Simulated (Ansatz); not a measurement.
# Au: the cost of one run

Program: Ansatz 0.2.0. Level of theory: DFT PBE, scalar-relativistic, plane waves, PAW. These are calculated values, not measurements.

**1. The system as given**

Symmetry: Fm-3m, No. 225, cubic system. The conventional cell has a = 4.171 Å, b = 4.171 Å, c = 4.171 Å, α = 90.00°, β = 90.00°, γ = 90.00°. Around Au (site symmetry m-3m) lie 12 Au at 2.95 Å.

As a file:

```
CELL_PARAMETERS angstrom
0.00000 2.08564 2.08564
2.08564 0.00000 2.08564
2.08564 2.08564 0.00000
ATOMIC_POSITIONS crystal
Au 0.00000 0.00000 0.00000
```

Source of the structure: the Materials Project (structure only).

(A quick probe on a coarse mesh, which set the mesh and smearing, is not shown.)

**3. Relaxing cell and atoms**

input.yaml reads:

```yaml
crystal:
  lattice:
    - [0.0, 2.08564427, 2.08564427]
    - [2.08564427, 0.0, 2.08564427]
    - [2.08564427, 2.08564427, 0.0]
  atoms:
    - { symbol: Au, position: [0.0, 0.0, 0.0] }
basis:
  ecutwfc: 420
kpoints:
  mp_grid: { grid: [18, 18, 18] }
hamiltonian:
  xc: pbe
scf:
  occupations: { method: gaussian, width: 0.1 }
output:
  forces: true
  stress: true
  eigenvalues: true
  write_density: true
  write_potential: true
  elf: true
  volumetric_format: npy
relax:
  adjacent_minimum: "off"
  f_tol: 0.005
  max_steps: 80
  cell: { stress_tol: 0.05 }
```

Launch:

```bash
ansatz run input.yaml --threads 4 --pin off --max-ram 8192MiB --backend cpu --events-out ev --progress --plain --runs-dir out
```

What time and memory should one allow on 4 threads of Arm Neoverse N1, shared host?

About 7 s, with a peak of 0.33 GiB.
